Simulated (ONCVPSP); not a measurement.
# Pseudopotential generation for erbium: ONCV, LDA (Perdew-Wang 92)

Do these settings give a usable potential? It is generated, then checked for transferability, scattering, ghosts and hardness.

Method: ONCVPSP 4.0.1, LDA (Perdew-Wang 92), scalar-relativistic.

**1. Starting point**

The settings as typed:

```
element                 : erbium (Er, Z = 68)
type                    : optimised norm-conserving Vanderbilt (ONCV)
frozen core             : [Kr] 4d10
valence charge          : 22
reference configuration : 4f12 5s2 5p6 (charge +2)
partial waves           : 5s: rc 1.30 bohr, ncon 4, nbas 9, qcut 5.6 1/bohr, 2 projectors, debl 1.8 Ha; 5p: rc 2.10 bohr, ncon 4, nbas 7, qcut 7.4 1/bohr, 1 projector; d scattering state at 0.21 Ha: rc 1.85 bohr, ncon 4, nbas 7, qcut 4.7 1/bohr, 2 projectors, debl 1.2 Ha; 4f: rc 0.90 bohr, ncon 3, nbas 8, qcut 22.4 1/bohr, 2 projectors, debl 2.6 Ha
local potential         : polynomial inside 0.65 bohr (lpopt 5, dvloc0 0 Ha)
core correction         : polynomial model core, fcfact 0.35
```

The nodes and maxima of the atom's own shells, from an earlier all-electron run, set the scale for the radii.

All-electron outer shells of the reference configuration (LDA (PZ), scalar-relativistic, ld1.x):

```json
{"shell": "5p", "level (eV)": "-41.02", "outermost node (bohr)": "0.65", "outermost maximum (bohr)": "1.28"}
{"shell": "4f", "level (eV)": "-17.75", "outermost node (bohr)": "–", "outermost maximum (bohr)": "0.51"}
{"shell": "6s", "level (eV)": "-14.89", "outermost node (bohr)": "1.50", "outermost maximum (bohr)": "2.91"}
{"shell": "5d", "level (eV)": "-13.66", "outermost node (bohr)": "0.73", "outermost maximum (bohr)": "1.90"}
{"shell": "6p", "level (eV)": "-10.14", "outermost node (bohr)": "1.80", "outermost maximum (bohr)": "3.64"}
```

**2. The generation run**

Contents of Er.dat:

```
# ATOM AND REFERENCE CONFIGURATION
# atsym  z   nc   nv     iexc    psfile
  Er 68.00    9    3  -001012      upf
#
#   n    l    f
    1    0    2.00
    2    0    2.00
    2    1    6.00
    3    0    2.00
    3    1    6.00
    3    2   10.00
    4    0    2.00
    4    1    6.00
    4    2   10.00
    4    3   12.00
    5    0    2.00
    5    1    6.00
#
# PSEUDOPOTENTIAL AND OPTIMIZATION
# lmax
    3
#
#   l,   rc,      ep,       ncon, nbas, qcut
    0    1.30    0.00    4    9    5.60
    1    2.10    0.00    4    7    7.40
    2    1.85    0.21    4    7    4.70
    3    0.90    0.00    3    8   22.40
#
# LOCAL POTENTIAL
# lloc, lpopt,  rc(5),   dvloc0
    4    5    0.65    0.00
#
# VANDERBILT-KLEINMAN-BYLANDER PROJECTORs
# l, nproj, debl
    0    2    1.80
    1    1    2.70
    2    2    1.20
    3    2    2.60
#
# MODEL CORE CHARGE
# icmod, fcfact, rcfact
    1    0.35    0.00
#
# LOG DERIVATIVE ANALYSIS
# epsh1, epsh2, depsh
   -4.00    5.00    0.02
#
# OUTPUT GRID
# rlmax, drl
    6.00    0.01
#
# TEST CONFIGURATIONS
# ncnf
    4
# nvcnf
#   n    l    f
    4
    4    3   12.00
    5    0    2.00
    5    1    6.00
    6    0    2.00
#
    4
    4    3   12.00
    5    0    2.00
    5    1    6.00
    6    0    1.00
#
    3
    4    3   11.00
    5    0    2.00
    5    1    6.00
#
    5
    4    3   12.00
    5    0    2.00
    5    1    6.00
    5    2    1.00
    6    0    1.00
#
```

The run is started by

```bash
$ oncvpsp.x < Er.dat > Er.out
```

Q: Predict the outcome of this session. Wanted: cutoffs for 1 and 0.1 mHa per electron, occupied waves; bound ghosts; GHOST(+) flags; largest test error; largest phase difference near zero energy, channels read; rms error of d²Exc/dn², without and with the model core; projector energies reset by the program.

As calculated:

| quantity | value |
| --- | --- |
| cutoffs for 1 and 0.1 mHa per electron, occupied waves | 184 Ha and 204 Ha |
| bound ghosts | s at -759.22 eV, p at -350.61 eV |
| GHOST(+) flags | s at 264 eV, d at 72 eV |
| largest test error (AE − PS) | +38 meV, for 4f11 5s2 5p6 (1 test unsolved) |
| largest phase difference near zero energy, channels read | 0.078 rad |
| rms error of d²Exc/dn², without and with the model core | 7.66 and 1.87 mHa |
| projector energies reset by the program | s: -2.447, 0.250 Ha; d: 0.050, 1.250 Ha |

In words: It has a bound ghost (s, p), a state that the atom doesn't have, and that rules the file out. The worst unpolarised test, 4f11 5s2 5p6, is off by 38 meV on 26.6 eV; by total energies transferability rates as fair where solved. Of the tests 1 gave no usable energy difference, which is a warning in itself. The potential is very hard: the looser tolerance needs 184 Ha. At the looser tolerance the 4f wave is the slowest; 5s needs 76 Ha. Of the channels read, p scatters worst near zero energy, by up to 0.08 rad. The program also flags highly localised states, GHOST(+) (s, d).
